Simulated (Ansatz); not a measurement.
**CH7NSn: up Jacob's ladder to CCSD(T)**

One table from this session's results is given with a row withheld; the runs are named, their logs left out.

The runs use Ansatz 0.2.0, Gaussian basis; functionals in def2-TZVPP, the program's frozen cores in correlated methods.

Levels to be run: LDA (SPW92), PBE-D4, revPBE-D4, BLYP-D4, r2SCAN-D4, B97M-V, PBE0-D4, B3LYP-D4, r2SCANh-D4, r2SCAN0-D4, HSE06-D4, BHLYP-D4, CAM-B3LYP-D4, LC-ωPBE, ωB97X-V, ωB97M-V, B2PLYP, PBE-QIDH; CCSD(T)/def2-SVP; CCSD(T)/def2-TZVPP; MP2/def2-QZVPP; extrapolation to the limit; RPA on PBE.

### Structure used throughout

An earlier PBE0-D4 in a triple-zeta def2 set relaxation fixed the geometry. Sn takes the def2 core potential; no spin-orbit term is included.

SMILES `C[NH][SnH3]`, 10 atoms, charge 0, spin multiplicity 1.

Atoms are counted from 1 here; the program's logs count them from 0.

Bond lengths: C1–N2 1.451 Å, C1–H4 1.095 Å, C1–H5 1.094 Å, C1–H6 1.101 Å, N2–Sn3 2.028 Å, N2–H7 1.011 Å, Sn3–H8 1.704 Å, Sn3–H9 1.706 Å, Sn3–H10 1.718 Å. Angles: N2–C1–H4 110.3°, N2–C1–H5 109.7°, N2–C1–H6 115.1°, H4–C1–H5 106.6°, H4–C1–H6 107.5°, H5–C1–H6 107.2°, C1–N2–Sn3 118.3°, C1–N2–H7 111.0°, Sn3–N2–H7 112.4°, N2–Sn3–H8 106.4°, N2–Sn3–H9 105.8°, N2–Sn3–H10 112.2°, H8–Sn3–H9 112.5°, H8–Sn3–H10 110.6°, H9–Sn3–H10 109.3°.

Set-up of the first run:

File in.yaml:

```yaml
crystal:
  periodic: [false, false, false]
  atoms:
    - {symbol: C, position_ang: [-0.898446, 0.757993, -0.879170]}
    - {symbol: N, position_ang: [-0.342956, -0.532886, -0.516509]}
    - {symbol: Sn, position_ang: [0.897283, -0.629450, 1.085140]}
    - {symbol: H, position_ang: [-1.664191, 0.637551, -1.652701]}
    - {symbol: H, position_ang: [-1.396808, 1.201089, -0.011715]}
    - {symbol: H, position_ang: [-0.168248, 1.494610, -1.247497]}
    - {symbol: H, position_ang: [0.037260, -1.003997, -1.326231]}
    - {symbol: H, position_ang: [1.451683, -2.238972, 1.169911]}
    - {symbol: H, position_ang: [-0.052597, -0.195492, 2.433722]}
    - {symbol: H, position_ang: [2.220221, 0.458355, 0.947950]}
basis:
  gaussian: {orbitals: def2-TZVPP}
hamiltonian: {xc: lda}
output: {orbitals: {seedname: orbitals}}
```

Steps of the session up to this table: LDA; PBE-D4 (GGA); revPBE-D4 (GGA); BLYP-D4 (GGA); r2SCAN-D4 (meta-GGA); B97M-V (meta-GGA); PBE0-D4 (hybrid); B3LYP-D4 (hybrid); r2SCANh-D4 (hybrid); r2SCAN0-D4 (hybrid); HSE06-D4 (hybrid); BHLYP-D4 (hybrid); CAM-B3LYP-D4 (range-separated); LC-ωPBE-D4 (range-separated; the results give it without D4); ωB97X-V (range-separated); ωB97M-V (range-separated); B2PLYP (double hybrid); PBE-QIDH (double hybrid).

One of the session's tables, all rows but one given; the rest of the session is left out.

It belongs to the step «Frontier levels by functional». 

| functional | HOMO (eV) | gap (eV) |
| --- | --- | --- |
| LDA (SPW92) | -5.24 | 4.23 |
| PBE-D4 | -5.15 | 4.34 |
| revPBE-D4 | -5.10 | 4.39 |
| BLYP-D4 | -5.04 | 4.29 |
| r2SCAN-D4 | -5.40 | 5.01 |
| B97M-V | -5.56 | 4.87 |
| PBE0-D4 | ? | ? |
| B3LYP-D4 | -6.28 | 5.98 |
| r2SCANh-D4 | -5.91 | 5.77 |
| r2SCAN0-D4 | -6.68 | 6.91 |
| HSE06-D4 | -6.09 | 5.70 |
| BHLYP-D4 | -7.79 | 8.41 |
| CAM-B3LYP-D4 | -7.89 | 8.65 |
| LC-ωPBE | -9.24 | 11.12 |
| ωB97X-V | -8.90 | 10.63 |
| ωB97M-V | -8.82 | 10.17 |

Q: Estimate the row for PBE0-D4 from the others.

**Answer.** HOMO (eV): -6.50; gap (eV): 6.46. In the column «HOMO (eV)» it lies between r2SCAN0-D4 (-6.68) and B3LYP-D4 (-6.28).
